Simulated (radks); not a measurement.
**Spin polarisation of the 3d shell in Ti³⁺**

The task here is to estimate one member of a computed series from the others.

Method: non-relativistic Kohn-Sham, SCAN, spin-polarised, spherical densities, point nucleus. Code: radks (a radial shooting solver on a logarithmic mesh, Libxc functionals) version 1.

### The system

- element: titanium (Z = 22)
- charge: +3
- electrons: 19
- configuration: [Ar] 3d(up 0.5, down 0.5)

A shell typed twice in an input gives spin up, then spin down.

Set-up of the first run:

Settings of this run:

```text
Z 22
configuration [Ar] 3d0.5 3d0.5
relativity non-relativistic
functional scan,scan
spin polarised
nucleus point
```

Started as:

```
$ python run_ks.py task.json out
```

The same process makes all the runs of this session.

Steps of the session up to this table: No moment.

One of the session's tables, all rows but one given; the rest of the session is left out.

It belongs to the step «No moment». Radial moments (bohr):

```
level      <r>  outermost maximum (interpolated)  90 % within  nodes
   1s  0.07019                            0.0461        0.125      0
   2s   0.3265                             0.271        0.507      1
   2p   0.2905                             0.221        0.477      0
   3s   0.9998                             0.871         1.49      2
   3p    1.059                             0.897         1.62      1
   3d        ?                                 ?            ?      ?
```

Q: Estimate the row for 3d from the others.

The run gave: <r>: 1.252; outermost maximum (interpolated): 0.925; 90 % within: 2.06; nodes: 0. In the column «<r>» it is the highest.
